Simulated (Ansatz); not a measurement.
# CCSD/aug-cc-pVDZ run of C2H2F2 (vinylidene fluoride)

What is the electronic atomisation energy of C2H2F2 (vinylidene fluoride) at CCSD/aug-cc-pVDZ? 

The results are computed with Ansatz 0.2.0.

47 further runs of the same task are left out: 47 set aside as unsound or not needed.

**1. Starting point**

C2H2F2: 6 atoms, total charge 0, spin state singlet. SMILES: `C=C(F)F`. Geometry: relaxed at PBE0-D4/def2-TZVP.

Bond lengths: C1–C2 1.315 Å, C2–F3 1.313 Å, C2–F4 1.313 Å, C1–H5 1.079 Å, C1–H6 1.079 Å. Angles: C1–C2–F3 125.2°, C1–C2–F4 125.2°, F3–C2–F4 109.6°, C2–C1–H5 119.7°, C2–C1–H6 119.7°, H5–C1–H6 120.6°.

**2. The energy at CCSD/aug-cc-pVDZ**

job.yaml reads:

```yaml
crystal:
  periodic: [false, false, false]
  atoms:
    - {symbol: C, position_ang: [-0.115900, 0.471000, -0.544400]}
    - {symbol: C, position_ang: [0.105000, -0.394600, 0.420100]}
    - {symbol: F, position_ang: [-0.454900, -0.363600, 1.607600]}
    - {symbol: F, position_ang: [0.919200, -1.422100, 0.343000]}
    - {symbol: H, position_ang: [0.394200, 0.360600, -1.488400]}
    - {symbol: H, position_ang: [-0.805600, 1.284800, -0.384200]}
basis:
  gaussian:
    orbitals: aug-cc-pVDZ
correlation:
  method: ccsd
  frozen_orbitals: {C: 1, F: 1, H: 0}
accuracy: high
scf:
  omitted_lower_state_checks: [cluster_reference, increment]
```

Run with:

```sh
$ ansatz run job.yaml --threads 1 --pin off --max-ram 3480MiB --events-out events.jsonl --progress --plain --runs-dir runs
```

What it wrote (excerpt; [...] marks lines left out):

```text
Warning: RAYON_NUM_THREADS=1 ignored (pool sized by the plan → 1); use --threads N
Functional definition: HF
  name "HF"
[...]
2192 factors; integrals over basis functions are off by at most 3.1e-9 eV
[...]
mean field -7504.26768673 eV, -275.7767509119 hartree, gradient 2.9e-8 eV, S^2 0.000000; 0 other end points of the search recorded, 0 dependent functions left out
4 core orbitals not correlated: weight in the atoms' cores, before any rotation towards them, 1.000 or more for the frozen orbitals, at most 0.000 for the correlated occupied ones
reference -7504.26768673 eV, -275.7767509119 hartree; 12, 12 occupied and 94, 94 virtual orbitals, 2192 factors
second order -18.30398753 eV of doubles, -0.00000000 eV of singles
cycle   1  -18.33700950 eV  change   -3.3e-2 eV  update   9.9e-2
[...]
cycle  20  -18.86600597 eV  change   8.5e-10 eV  update   2.6e-9
Total energy: -7523.13369270 eV, -276.4700638435 hartree
Checks for a lower state left out: cluster_reference, increment
```

Run time: 27 s. Hardware: 1 thread of Arm Neoverse V1, shared host; peak memory 0.97 GiB.

**3. The C atom, same level**

molecule.yaml reads:

```yaml
crystal:
  periodic: [false, false, false]
  atoms:
    - {symbol: C, position_ang: [0.000000, 0.000000, 0.000000]}
basis:
  gaussian: {orbitals: aug-cc-pVDZ}
magnetization: {spin_polarized: true, initial_magnetization: 2}
correlation: {method: ccsd, frozen_orbitals: {C: 1}}
accuracy: high
scf: {omitted_lower_state_checks: [cluster_reference, increment]}
```

Run the same way, it converges to -37.76360 Eh (log not shown).

**4. The F atom at the same level**

in.yaml reads:

```yaml
basis:
  gaussian:
    orbitals: aug-cc-pVDZ
crystal:
  periodic: [false, false, false]
  atoms:
    - symbol: F
      position_ang: [0.000000, 0.000000, 0.000000]
magnetization:
  spin_polarized: true
  initial_magnetization: 1
correlation:
  method: ccsd
  frozen_orbitals: {F: 1}
accuracy: high
scf:
  omitted_lower_state_checks: [cluster_reference, increment]
```

Run with:

```sh
$ ansatz run in.yaml --threads 1 --pin off --max-ram 3480MiB --events-out events.jsonl --progress --plain --runs-dir runs
```

What it wrote (excerpt; [...] marks lines left out):

```text
Warning: RAYON_NUM_THREADS=1 ignored (pool sized by the plan → 1); use --threads N
Functional definition: HF
  name "HF"
[...]
199 factors; integrals over basis functions are off by at most 2.8e-9 eV
[...]
mean field -2704.29727433 eV, -99.3810917930 hartree, gradient 1.3e-8 eV, S^2 0.753642; 3 other end points of the search recorded, 0 dependent functions left out
1 core orbitals not correlated: weight in the atoms' cores, before any rotation towards them, 1.000 or more for the frozen orbitals, at most 0.000 for the correlated occupied ones
reference -2704.29727433 eV, -99.3810917930 hartree; 4, 3 occupied and 18, 19 virtual orbitals, 199 factors
second order -4.20707817 eV of doubles, -0.00000000 eV of singles
cycle   1  -4.44254262 eV  change   -2.4e-1 eV  update   3.5e-2
[...]
cycle  18  -4.53497127 eV  change  -1.7e-10 eV  update  1.7e-10
Total energy: -2708.83224560 eV, -99.5477489132 hartree
Checks for a lower state left out: cluster_reference, increment
```

Run time: 0.35 s. Hardware: 1 thread of Arm Neoverse V1, shared host.

**5. The H atom: a single-point energy at UHF/aug-cc-pVDZ**

job.yaml reads:

```yaml
crystal:
  periodic: [false, false, false]
  atoms:
    - {symbol: H, position_ang: [0.000000, 0.000000, 0.000000]}
basis:
  gaussian:
    orbitals: aug-cc-pVDZ
magnetization:
  spin_polarized: true
  initial_magnetization: 1
hamiltonian:
  xc: hf
accuracy: high
```

Run the same way, it converges to -0.49933 Eh (log not shown).

**6. What came out**

At CCSD/aug-cc-pVDZ, 4 core orbitals frozen:

| quantity | value |
| --- | --- |
| molecule: total energy | -276.47006 Eh |
| molecule: correlation energy (4 core orbitals frozen) | -693.3 mEh |
| molecule: T1 diagnostic | 0.013 |
| C atom: total energy | -37.76360 Eh |
| C atom: correlation energy (1 core orbital frozen) | -75.8 mEh |
| C atom: ⟨S²⟩ of the reference determinant | 2.010 |
| C atom: T1 diagnostic | 0.010 |
| F atom: total energy | -99.54775 Eh |
| F atom: correlation energy (1 core orbital frozen) | -166.7 mEh |
| F atom: ⟨S²⟩ of the reference determinant | 0.754 |
| F atom: T1 diagnostic | 0.010 |
| H atom: total energy | -0.49933 Eh |
| H atom: ⟨S²⟩ | 0.750 |
| electronic atomisation energy | 23.094 eV |

In words: Taking the molecule apart into free atoms costs 23.09 eV (2228 kJ/mol), before zero-point energy and without spin-orbit coupling.
